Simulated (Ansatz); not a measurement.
**CH4BClFN: small, medium and large basis sets**

How large a basis does CH4BClFN need? Two functionals are run in growing sets.

Method: one geometry, several basis sets; program: Ansatz 0.2.0, Gaussian basis.

The runs, in order: PBE0-D4/def2-SVP; ωB97M-V/def2-SVP; PBE0-D4/def2-QZVPP; ωB97M-V/def2-QZVPP; the functionals' def2-TZVPP values are taken from earlier runs.

## 1. The relaxed structure

All runs share one geometry, relaxed beforehand with PBE0-D4 in a triple-zeta def2 set.

SMILES `NB(Cl)CF`, 9 atoms, charge 0, spin multiplicity 1.

Atoms are counted from 1 here; the program's logs count them from 0.

Bond lengths: N1–B2 1.388 Å, N1–H6 1.006 Å, N1–H7 1.006 Å, B2–Cl3 1.765 Å, B2–C4 1.582 Å, C4–F5 1.383 Å, C4–H8 1.097 Å, C4–H9 1.099 Å. Angles: B2–N1–H6 123.0°, B2–N1–H7 122.6°, H6–N1–H7 114.4°, N1–B2–Cl3 119.1°, N1–B2–C4 120.9°, Cl3–B2–C4 120.0°, B2–C4–F5 113.4°, B2–C4–H8 111.4°, B2–C4–H9 109.3°, F5–C4–H8 107.8°, F5–C4–H9 107.8°, H8–C4–H9 106.9°.

## 2. PBE0-D4 in def2-SVP

in.yaml reads:

```yaml
crystal:
  periodic: [false, false, false]
  atoms:
    - {symbol: N, position_ang: [0.843886, 0.852984, -0.839025]}
    - {symbol: B, position_ang: [0.528660, -0.168831, 0.045357]}
    - {symbol: Cl, position_ang: [1.830089, -1.152720, 0.719783]}
    - {symbol: C, position_ang: [-0.967100, -0.422813, 0.493591]}
    - {symbol: F, position_ang: [-1.188524, -1.704254, 0.965181]}
    - {symbol: H, position_ang: [0.148976, 1.433077, -1.276988]}
    - {symbol: H, position_ang: [1.791013, 1.078532, -1.090799]}
    - {symbol: H, position_ang: [-1.668789, -0.242470, -0.330219]}
    - {symbol: H, position_ang: [-1.229809, 0.280096, 1.296117]}
basis:
  gaussian: {orbitals: def2-SVP}
hamiltonian: {xc: pbe0, dispersion: d4}
output: {orbitals: {seedname: orbitals}}
```

Run with:

```console
$ ansatz run in.yaml --threads 2 --pin off --events-out ev --progress --plain --max-ram 4352MiB
```

The log of the run:

```text
Functional definition: PBE0
  name "PBE0"
  cite "Adamo & Barone, J. Chem. Phys. 110, 6158 (1999) doi:10.1063/1.478522"
  cite "Perdew, Burke & Ernzerhof, Phys. Rev. Lett. 77, 3865 (1996) doi:10.1103/PhysRevLett.77.3865"
  parent pbe
  parameter a = 0.25
  parameter kappa = 0.804
  parameter beta = 0.06672455060314922
  exchange = (1 - a)*pbe_x(kappa = kappa, mu = beta*pi^2/3) + a*exact_x
  correlation = pbe_c(beta = beta)
1077 factors; their error is unknown
mean field evaluation 1: about -18485.9615 eV, gradient 5.1e1 eV
mean field evaluation 2: about -18482.3571 eV, gradient 6.4e1 eV
mean field evaluation 4: about -18491.2825 eV, gradient 2.0e0 eV
mean field evaluation 8: about -18491.2941 eV, gradient 3.8e-2 eV
mean field evaluation 16: about -18491.3405 eV, gradient 1.6e-5 eV
mean field -18491.34045335 eV, -679.5442277798 hartree, gradient 1.6e-5 eV, S^2 0.000000; 0 other end points of the search recorded, 0 dependent functions left out
reference -18491.34047454 eV, -679.5442285588 hartree; 24, 24 occupied and 70, 70 virtual orbitals, 1077 factors
Total energy: -18491.48335678 eV, -679.5494793841 hartree
```

It took 1.4 s on 2 threads of Arm Neoverse V1, shared host.

## 3. ωB97M-V in def2-SVP

Edit in.yaml of step 2 so:

```diff
@@ -14,3 +14,3 @@
   gaussian: {orbitals: def2-SVP}
-hamiltonian: {xc: pbe0, dispersion: d4}
+hamiltonian: {xc: {name: wB97M-V}}
 output: {orbitals: {seedname: orbitals}}
```

Launched as before.

The log of the run:

```text
Functional definition: wB97M-V
  name "wB97M-V"
  cite "Mardirossian & Head-Gordon, J. Chem. Phys. 144, 214110 (2016) doi:10.1063/1.4952647"
  cite "Becke, J. Chem. Phys. 107, 8554 (1997) doi:10.1063/1.475007"
  cite "Vydrov & Van Voorhis, J. Chem. Phys. 133, 244103 (2010) doi:10.1063/1.3521275"
  # Of w^i u^j: cxij and so on, Table III.
  parameter omega = 0.3/bohr
  parameter cx = 0.15
  parameter cx01 = 1.007
  parameter cx10 = 0.259
  parameter css00 = 0.443
  parameter css04 = -1.437
  parameter css10 = -4.535
  parameter css20 = -3.390
  parameter css43 = 4.278
  parameter cos00 = 1.000
  parameter cos10 = 1.358
  parameter cos20 = 2.924
  parameter cos21 = -8.812
  parameter cos60 = -1.390
  parameter cos61 = 9.142
  parameter b = 6.0
  parameter c = 0.01
  gx(w, u) = 1 - cx + cx01*u + cx10*w
  gss(w, u) = css00 + css04*u^4 + css10*w + css20*w^2 + css43*w^4*u^3
  gos(w, u) = cos00 + cos10*w + (cos20 + cos21*u)*w^2 + (cos60 + cos61*u)*w^6
  exchange = spin_sum(e_x_unif_sr(omega)*gx(b97_w, b97_u_x)) + cx*exact_x_sr(omega) + exact_x_lr(omega)
  correlation = spin_sum(e_c_pw_mod_same_spin*gss(b97_w, b97_u_same))
      + integral(e_c_pw_mod_opposite_spin*gos(b97_w_opposite, b97_u_opposite)) + vv10(b, c)
1070 factors; their error is unknown
240 factors; integrals over basis functions are off by at most 7.3e-6 eV
mean field evaluation 1: about -18495.5537 eV, gradient 4.2e1 eV
mean field evaluation 2: about -18496.6125 eV, gradient 3.7e1 eV
mean field evaluation 4: about -18499.1848 eV, gradient 1.2e0 eV
mean field evaluation 8: about -18499.1907 eV, gradient 4.2e-2 eV
mean field evaluation 16: about -18499.1964 eV, gradient 7.4e-5 eV
mean field -18499.19636010 eV, -679.8329270281 hartree, gradient 7.4e-5 eV, S^2 0.000000; 0 other end points of the search recorded, 0 dependent functions left out
reference -18499.19639382 eV, -679.8329282673 hartree; 24, 24 occupied and 70, 70 virtual orbitals, 1070 factors
Total energy: -18499.19639382 eV, -679.8329282673 hartree
```

It took 6.5 s on 2 threads of Arm Neoverse V1, shared host; peak memory 0.26 GiB.

## 4. PBE0-D4 in def2-QZVPP

Edit in.yaml of step 3 so:

```diff
@@ -13,4 +13,4 @@
 basis:
-  gaussian: {orbitals: def2-SVP}
-hamiltonian: {xc: {name: wB97M-V}}
+  gaussian: {orbitals: "def2-QZVPP.json"}
+hamiltonian: {xc: pbe0, dispersion: d4}
 output: {orbitals: {seedname: orbitals}}
```

The command is unchanged.

The log of the run:

```text
Functional definition: PBE0
  name "PBE0"
  cite "Adamo & Barone, J. Chem. Phys. 110, 6158 (1999) doi:10.1063/1.478522"
  cite "Perdew, Burke & Ernzerhof, Phys. Rev. Lett. 77, 3865 (1996) doi:10.1103/PhysRevLett.77.3865"
  parent pbe
  parameter a = 0.25
  parameter kappa = 0.804
  parameter beta = 0.06672455060314922
  exchange = (1 - a)*pbe_x(kappa = kappa, mu = beta*pi^2/3) + a*exact_x
  correlation = pbe_c(beta = beta)
1348 factors; their error is unknown
mean field evaluation 1: about -18495.2086 eV, gradient 6.5e1 eV
mean field evaluation 2: about -18488.3980 eV, gradient 8.2e1 eV
mean field evaluation 4: about -18503.3179 eV, gradient 4.2e0 eV
mean field evaluation 8: about -18503.3547 eV, gradient 5.2e-2 eV
mean field evaluation 16: about -18503.3701 eV, gradient 6.4e-5 eV
mean field -18503.37007449 eV, -679.9863082027 hartree, gradient 6.4e-5 eV, S^2 0.000000; 0 other end points of the search recorded, 0 dependent functions left out
reference -18503.37010781 eV, -679.9863094272 hartree; 24, 24 occupied and 394, 394 virtual orbitals, 1348 factors
Total energy: -18503.51299004 eV, -679.9915602526 hartree
```

It took 11 s on 2 threads of Arm Neoverse V1, shared host; peak memory 1.1 GiB.

## 5. ωB97M-V in def2-QZVPP

Edit in.yaml of step 4 so:

```diff
@@ -14,3 +14,3 @@
   gaussian: {orbitals: "def2-QZVPP.json"}
-hamiltonian: {xc: pbe0, dispersion: d4}
+hamiltonian: {xc: {name: wB97M-V}}
 output: {orbitals: {seedname: orbitals}}
```

Launched as before.

The log of the run:

```text
Functional definition: wB97M-V
  name "wB97M-V"
  cite "Mardirossian & Head-Gordon, J. Chem. Phys. 144, 214110 (2016) doi:10.1063/1.4952647"
  cite "Becke, J. Chem. Phys. 107, 8554 (1997) doi:10.1063/1.475007"
  cite "Vydrov & Van Voorhis, J. Chem. Phys. 133, 244103 (2010) doi:10.1063/1.3521275"
  # Of w^i u^j: cxij and so on, Table III.
  parameter omega = 0.3/bohr
  parameter cx = 0.15
  parameter cx01 = 1.007
  parameter cx10 = 0.259
  parameter css00 = 0.443
  parameter css04 = -1.437
  parameter css10 = -4.535
  parameter css20 = -3.390
  parameter css43 = 4.278
  parameter cos00 = 1.000
  parameter cos10 = 1.358
  parameter cos20 = 2.924
  parameter cos21 = -8.812
  parameter cos60 = -1.390
  parameter cos61 = 9.142
  parameter b = 6.0
  parameter c = 0.01
  gx(w, u) = 1 - cx + cx01*u + cx10*w
  gss(w, u) = css00 + css04*u^4 + css10*w + css20*w^2 + css43*w^4*u^3
  gos(w, u) = cos00 + cos10*w + (cos20 + cos21*u)*w^2 + (cos60 + cos61*u)*w^6
  exchange = spin_sum(e_x_unif_sr(omega)*gx(b97_w, b97_u_x)) + cx*exact_x_sr(omega) + exact_x_lr(omega)
  correlation = spin_sum(e_c_pw_mod_same_spin*gss(b97_w, b97_u_same))
      + integral(e_c_pw_mod_opposite_spin*gos(b97_w_opposite, b97_u_opposite)) + vv10(b, c)
1332 factors; their error is unknown
311 factors; integrals over basis functions are off by at most 1.5e-5 eV
mean field evaluation 1: about -18506.2035 eV, gradient 5.3e1 eV
mean field evaluation 2: about -18507.3569 eV, gradient 4.8e1 eV
mean field evaluation 4: about -18511.3464 eV, gradient 1.7e0 eV
mean field evaluation 8: about -18511.3547 eV, gradient 6.0e-2 eV
mean field evaluation 16: about -18511.3590 eV, gradient 9.8e-5 eV
mean field -18511.35899909 eV, -680.2798957668 hartree, gradient 2.0e-5 eV, S^2 0.000000; 0 other end points of the search recorded, 0 dependent functions left out
reference -18511.35905213 eV, -680.2798977161 hartree; 24, 24 occupied and 394, 394 virtual orbitals, 1332 factors
Total energy: -18511.35905213 eV, -680.2798977161 hartree
```

Run time: 25 s. Hardware: 2 threads of Arm Neoverse V1, shared host; peak memory 1.4 GiB.

## 6. Functionals by basis

The def2-TZVPP values come from earlier runs at the same geometry.

| functional | basis | functions | energy (eV) | from the largest (eV) | HOMO (eV) | LUMO (eV) |
| --- | --- | --- | --- | --- | --- | --- |
| PBE0-D4 | def2-SVP | 94 | -18491.4834 | 12.030 | -8.28 | 0.54 |
| PBE0-D4 | def2-TZVPP | 222 | -18502.8132 | 0.700 | -8.48 | 0.17 |
| PBE0-D4 | def2-QZVPP | 418 | -18503.5130 | 0.000 | -8.52 | 0.05 |
| ωB97M-V | def2-SVP | 94 | -18499.1964 | 12.163 | -10.56 | 2.68 |
| ωB97M-V | def2-TZVPP | 222 | -18510.6945 | 0.665 | -10.79 | 1.83 |
| ωB97M-V | def2-QZVPP | 418 | -18511.3591 | 0.000 | -10.83 | 1.35 |

## 7. Summary of results

```
                                       quantity           value
PBE0-D4: double and triple zeta above quadruple  12.03, 0.70 eV
ωB97M-V: double and triple zeta above quadruple  12.16, 0.66 eV
```

What this shows: For PBE0-D4 the step from double to triple zeta gains 11.33 eV and the next only 0.70 eV. Total energies overstate the basis error of differences, where much of it tends to cancel. The LUMO of ωB97M-V is positive and keeps falling with the basis (2.68 to 1.35 eV): an unbound level that the basis holds in place.

For PBE0-D4 the largest set took about 8 times as long as the smallest (11 s against 1.4 s).
